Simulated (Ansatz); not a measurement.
# LaAsRuO: properties at the relaxed cell

The task, for LaAsRuO: relax it again with other functionals.

Method: DFT PBE, scalar-relativistic, plane waves, PAW, in Ansatz 0.2.0.

### 1 The structure to begin with

It takes space group P4/nmm (No. 129, tetragonal). Conventional cell: a = 4.141 Å, b = 4.141 Å, c = 8.588 Å, α = 90.00°, β = 90.00°, γ = 90.00°. La (site symmetry 4mm) has 4 O at 2.39 Å as nearest neighbours. As (site symmetry 4mm) has 4 Ru at 2.44 Å as nearest neighbours. Ru (site symmetry -4m2) has 4 As at 2.44 Å as nearest neighbours. O (site symmetry -4m2) has 4 La at 2.39 Å as nearest neighbours.

Coordinates:

```cif
data_structure
_symmetry_space_group_name_H-M 'P4/nmm:1'
_symmetry_Int_Tables_number 129
_cell_length_a 4.1414
_cell_length_b 4.1414
_cell_length_c 8.5881
_cell_angle_alpha 90.000
_cell_angle_beta 90.000
_cell_angle_gamma 90.000
_cell_volume 147.30
loop_
_atom_site_label
_atom_site_type_symbol
_atom_site_symmetry_multiplicity
_atom_site_Wyckoff_symbol
_atom_site_fract_x
_atom_site_fract_y
_atom_site_fract_z
_atom_site_occupancy
La1 La 2 c 0.50000 0.00000 0.13948 1
As1 As 2 c 0.50000 0.00000 0.65086 1
Ru1 Ru 2 b 0.00000 0.00000 0.50000 1
O1 O 2 a 0.00000 0.00000 0.00000 1
```

It is the result of an earlier relaxation at this level (volume 18.41 Å³/atom; gap on the mesh: none (metal)).

### 2 Relaxing with PBEsol

input.yaml reads:

```yaml
crystal:
  lattice:
    - [4.1414199425, 0.0, 0.0]
    - [0.0, 4.1414199425, 0.0]
    - [0.0, 0.0, 8.5881253615]
  atoms:
    - { symbol: La, position: [0.5, 0.0, 0.139482949] }
    - { symbol: La, position: [0.0, 0.5, 0.860517051] }
    - { symbol: As, position: [0.5, 0.0, 0.6508561182] }
    - { symbol: As, position: [0.0, 0.5, 0.3491438818] }
    - { symbol: Ru, position: [0.0, 0.0, 0.5] }
    - { symbol: Ru, position: [0.5, 0.5, 0.5] }
    - { symbol: O, position: [0.0, 0.0, 0.0] }
    - { symbol: O, position: [0.5, 0.5, 0.0] }
basis:
  ecutwfc: 420
kpoints:
  mp_grid: { grid: [8, 8, 4] }
hamiltonian:
  xc: pbesol
scf:
  occupations: { method: gaussian, width: 0.1 }
output:
  forces: true
  stress: true
  eigenvalues: true
  write_density: true
  write_potential: true
  elf: true
  volumetric_format: npy
relax:
  adjacent_minimum: "off"
  f_tol: 0.005
  max_steps: 50
  cell: { stress_tol: 0.05 }
```

Command:

```sh
ansatz run input.yaml --threads 2 --pin off --max-ram 5120MiB --backend cpu --events-out ev --progress --plain --runs-dir out
```

### 3 Relaxing with PBE+D3(BJ)

input.yaml: that of step 2 with these lines changed.

```diff
@@ -19,3 +19,4 @@
 hamiltonian:
-  xc: pbesol
+  xc: pbe
+  dispersion: d3bj
 scf:
```

### 4 Relaxing with LDA

input.yaml: that of step 3 with these lines changed.

```diff
@@ -19,4 +19,3 @@
 hamiltonian:
-  xc: pbe
-  dispersion: d3bj
+  xc: lda
 scf:
@@ -27,6 +26,2 @@
   eigenvalues: true
-  write_density: true
-  write_potential: true
-  elf: true
-  volumetric_format: npy
 relax:
```

### 5 The cell under r2SCAN

input.yaml: that of step 4 with these lines changed.

```diff
@@ -15,3 +15,3 @@
 basis:
-  ecutwfc: 420
+  ecutwfc: 500
 kpoints:
@@ -19,3 +19,3 @@
 hamiltonian:
-  xc: lda
+  xc: r2scan
 scf:
```

(Steps that only read results are left out.)

**Question.** What will these runs give?

The runs gave:

The volumes rise in the order LDA, PBEsol, PBE+D3(BJ), r2SCAN, PBE, over 7.0 %. The runs treat La without spin-orbit coupling. The final runs have no spin polarisation, so no magnetic state was tried and one may lie lower.
